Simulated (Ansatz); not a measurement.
Crystal: HPbNO4.

```
H Pb N O
1.0
     4.12040   -0.00081   -0.01120
     0.00404    6.42722    0.05360
     0.02791    3.20707    7.74994
H Pb N O
2 2 2 8
Direct
  0.90366 0.21821 0.48851
  0.40337 0.78177 0.51142
  0.39455 0.30863 0.70725
  0.89489 0.69135 0.29266
  0.63409 0.19990 0.20730
  0.13386 0.80012 0.79275
  0.90829 0.32866 0.54369
  0.53792 0.39076 0.19497
  0.53483 0.11279 0.10602
  0.83718 0.08887 0.32672
  0.40817 0.67132 0.45624
  0.03774 0.60924 0.80520
  0.03429 0.88737 0.89397
  0.33716 0.91101 0.67330
```

The cell was built by a generator and needn't be a form met in nature.

Base run:

- Program: Ansatz 0.2.0
- Functional: PBE
- Potentials or basis: Ansatz PAW
- Cutoff: 420 eV (not typed: the program's choice for these potentials)
- k mesh: 7 × 5 × 4
- Occupations: fermi-dirac, width 0.05 eV
- Spin: no spin polarisation

Its results: band gap on the k mesh 3.30 eV, indirect (least direct gap 3.39 eV); pressure 0.0 GPa; largest force 0.007 eV/Å.

After a change of settings the same cell gave: band gap on the k mesh 3.21 eV, indirect (least direct gap 3.29 eV); pressure -6.0 GPa; largest force 1.027 eV/Å. Which change was it?
A. k mesh from 7 × 5 × 4 to 5 × 4 × 3; spin from no spin polarisation to spin-orbit coupling, no magnetisation; potential files from those of the base run to others of the same set
B. functional from PBE to HSE06; k mesh from 7 × 5 × 4 to 3 × 2 × 2
C. functional from PBE to LDA

C.

LDA binds more tightly than PBE, so the same cell stands under less pressure.

Caveats: spin-orbit coupling is left out, which as a rule narrows the gap of such compounds by several tenths of an eV; odd divisions of the mesh miss points on the zone boundary, where band edges often lie, so the gap on the mesh can be too wide (some runs); the PAW data sets come from PBE, with cores solved anew for the run's functional, which leaves a small shift of forces and pressure (some runs); forces of over 1 eV/Å show positions far from the minimum, so gaps and moduli don't describe the material at rest (some runs).
